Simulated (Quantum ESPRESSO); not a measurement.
NbSi:

```
CELL_PARAMETERS angstrom
0.00000 2.57383 2.57383
2.57383 0.00000 2.57383
2.57383 2.57383 0.00000
ATOMIC_POSITIONS crystal
Nb 0.00000 0.00000 0.00000
Si 0.50000 0.50000 0.50000
```

The cell was built by a generator and needn't be a form met in nature.

Base run:

| Item | Value |
| --- | --- |
| Program | Quantum ESPRESSO 7.5 |
| Functional | PBE |
| Potentials or basis | SSSP 1.3 efficiency PBE |
| Cutoff | 748 eV |
| Density cutoff | 5987 eV |
| k mesh | 9 × 9 × 9 |
| Occupations | fermi-dirac, width 0.05 eV |
| Spin | no spin polarisation |
| Hubbard terms | Nb d U = 1 eV |

Its results: band gap on the k mesh none (metal or under the smearing width); pressure 0.2 GPa.

**Question.** After a change of settings the same cell gave: band gap on the k mesh none (metal or under the smearing width); pressure 3.7 GPa. Which change was it?
A. hubbard terms from Nb d U = 1 eV to Nb d U = 6 eV
B. hubbard terms from Nb d U = 1 eV to none; hubbard projectors from ortho-atomic to none
C. hubbard terms from Nb d U = 1 eV to Nb d U = 3 eV

**Answer.** A.

Caveats: U without spin polarisation on a metal has little footing; the U is typed as a test and isn't derived for this compound.

Not every run made on this cell is shown here.
